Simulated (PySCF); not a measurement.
# N(3+): interval between two levels with spin-orbit coupling

Wanted: the interval between two levels of nitrogen, up a ladder of methods.

The numbers are computed with PySCF 2.14.0 (two-component X2C-1e, generalised determinants), except any that are marked as measured or tabulated.

**1. The atom as given**

| Quantity | Value |
| --- | --- |
| Element | nitrogen (Z = 7) |
| Basis | x2c-TZVPall-2c |
| Hamiltonian | two-component X2C-1e, Gaussian nucleus, no Breit or QED terms; spin-orbit coupling, run by run: off; screened by Boettger's factors |
| Core shells frozen in the correlated runs | 1s2 (for N(3+)) |
| State 1 | N(3+) 2s2 1S0: [He] 2s2 |
| State 2 | N(3+) 2s1 2p1 3P2: [He] 2s1 2p1; 2s1/2 filled at m_j = +1/2; 2p3/2 filled at m_j = +3/2 |
| Methods | GHF, GMP2 |

Outer shells as boxes (Hund's rule):

N3+ [He] 2s2
```
[He] core
2s [↑↓]
```

N3+ [He] 2s1 2p1
```
[He] core
2s [↑ ]
2p [↑ ][  ][  ]
```

A driver program built on PySCF's X2C-1e integrals ran all steps in one process from the settings above; there is no separate input file.

It was started by

```sh
$ OMP_NUM_THREADS=1 python sorun2.py TASK.json OUT
```

The integrals over 31 functions and the set-up took 0.07 s of CPU time.

**2. N(3+) 2s2 1S0, method by method**

#### GHF (spin-free)

Log:

```text
cycle= 1 E= -51.1103689580  delta_E= -51.1  |FDS-SDF|= 1.54e-08
cycle= 2 E= -51.1103689580  delta_E= -5.68e-14  |FDS-SDF|= 2.45e-09
cycle= 3 E= -51.1103689580  delta_E= 1.42e-14  |FDS-SDF|= 2.53e-11
```

Time after the integrals: 0.06 s (1 thread of Intel Xeon Platinum 8488C, shared host).

Occupied spinors (without spin-orbit coupling the j labels only name the start):

```
spinor shell  electrons  mean energy (eV)  weight of the nominal j  rms radius (bohr)
       1s1/2          2           -493.39                    1.000              0.263
       2s1/2          2           -75.323                    1.000               1.20
```

M_J = 0, ⟨J²⟩ = 0.000, ⟨L²⟩ = 0.000, ⟨S²⟩ = 0.000.

#### GMP2 (spin-free)

No log was kept for this step.

It took 0.01 s on 1 thread of Intel Xeon Platinum 8488C, shared host, the integrals not counted.

With 2 electrons correlated, the MP2 correlation energy is -0.04923 hartree. Largest pairs: 2s1/2-2s1/2 -0.0492.

#### GHF (screened spin-orbit)

Log:

```text
cycle= 1 E= -51.1103689580  delta_E= -51.1  |FDS-SDF|= 1.54e-08
cycle= 2 E= -51.1103689580  delta_E= -2.13e-14  |FDS-SDF|= 2.45e-09
cycle= 3 E= -51.1103689580  delta_E= -2.13e-14  |FDS-SDF|= 2.57e-11
```

Time after the integrals: 0.06 s (1 thread of Intel Xeon Platinum 8488C, shared host).

Occupied spinors:

```
spinor shell  electrons  mean energy (eV)  weight of the nominal j  rms radius (bohr)
       1s1/2          2           -493.39                    1.000              0.263
       2s1/2          2           -75.323                    1.000               1.20
```

M_J = 0, ⟨J²⟩ = 0.000, ⟨L²⟩ = 0.000, ⟨S²⟩ = 0.000.

#### GMP2 (screened spin-orbit)

No log was kept for this step.

Time after the integrals: 0.01 s (1 thread of Intel Xeon Platinum 8488C, shared host).

With 2 electrons correlated, the MP2 correlation energy is -0.04923 hartree. Largest pairs: 2s1/2-2s1/2 -0.0492.

**3. N(3+) 2s1 2p1 3P2, method by method**

#### GHF (spin-free)

Log:

```text
cycle= 1 E= -50.8490651919  delta_E= -50.8  |FDS-SDF|= 0.051
cycle= 2 E= -50.8803298311  delta_E= -0.0313  |FDS-SDF|= 0.011
cycle= 3 E= -50.8817473287  delta_E= -0.00142  |FDS-SDF|= 0.00047
cycle= 4 E= -50.8817501435  delta_E= -2.81e-06  |FDS-SDF|= 5.91e-05
cycle= 5 E= -50.8817501962  delta_E= -5.26e-08  |FDS-SDF|= 1.97e-06
cycle= 6 E= -50.8817501962  delta_E= -2.12e-11  |FDS-SDF|= 1.08e-07
```

Time after the integrals: 0.07 s (1 thread of Intel Xeon Platinum 8488C, shared host).

Occupied spinors (without spin-orbit coupling the j labels only name the start):

```
spinor shell  electrons  mean energy (eV)  weight of the nominal j  rms radius (bohr)
       1s1/2          2           -490.38                    1.000              0.264
       2s1/2          1           -79.199                    1.000               1.19
       2p3/2          1           -69.034                    1.000               1.14
```

M_J = 2, ⟨J²⟩ = 6.001, ⟨L²⟩ = 2.001, ⟨S²⟩ = 2.000.

#### GMP2 (spin-free)

This step left no log, only its results.

Time after the integrals: 0.01 s (1 thread of Intel Xeon Platinum 8488C, shared host).

With 2 electrons correlated, the MP2 correlation energy is -0.00453 hartree. Largest pairs: 2p3/2-2s1/2 -0.0045.

#### GHF (screened spin-orbit)

Log:

```text
cycle= 1 E= -50.8487727741  delta_E= -50.8  |FDS-SDF|= 0.0509
cycle= 2 E= -50.8799607879  delta_E= -0.0312  |FDS-SDF|= 0.011
cycle= 3 E= -50.8813744519  delta_E= -0.00141  |FDS-SDF|= 0.00047
cycle= 4 E= -50.8813772603  delta_E= -2.81e-06  |FDS-SDF|= 5.9e-05
cycle= 5 E= -50.8813773128  delta_E= -5.25e-08  |FDS-SDF|= 1.97e-06
cycle= 6 E= -50.8813773129  delta_E= -2.12e-11  |FDS-SDF|= 1.08e-07
```

It took 0.07 s on 1 thread of Intel Xeon Platinum 8488C, shared host, the integrals not counted.

Occupied spinors:

```
spinor shell  electrons  mean energy (eV)  weight of the nominal j  rms radius (bohr)
       1s1/2          2           -490.38                    1.000              0.264
       2s1/2          1           -79.201                    1.000               1.19
       2p3/2          1           -69.024                    1.000               1.14
```

M_J = 2, ⟨J²⟩ = 6.001, ⟨L²⟩ = 2.001, ⟨S²⟩ = 2.000.

#### GMP2 (screened spin-orbit)

The driver printed no log here.

Time after the integrals: 0.01 s (1 thread of Intel Xeon Platinum 8488C, shared host).

With 2 electrons correlated, the MP2 correlation energy is -0.00454 hartree. Largest pairs: 2p3/2-2s1/2 -0.0045.

**4. Differences of total energies**

Interval between two levels: N(3+) [He] 2s2 → N(3+) [He] 2s1 2p1 [2s1/2^1 2p3/2^1, M_J = 2].

```
                    method  value (eV)  CPU time, both states (s)
           GHF (spin-free)       6.221                       0.13
          GMP2 (spin-free)       7.437                       0.14
 GHF (screened spin-orbit)       6.231                       0.13
GMP2 (screened spin-orbit)       7.447                       0.13
```

Times are CPU seconds on a shared host without the integrals; correlated rows include their Hartree-Fock run.

**5. Summary of results**

| quantity | value |
| --- | --- |
| interval between two levels, N(3+) → 2s1 2p1 3P2 | GHF (spin-free) 6.221, GMP2 (screened spin-orbit) 7.447 eV |

In words: The methods span 1.226 eV, from GHF (spin-free) (6.221) to GMP2 (screened spin-orbit) (7.447). No reference value is at hand in this session. Spin-orbit coupling moves the difference by +0.010 eV at GMP2. All values hold for this basis alone; no basis-set limit was taken.
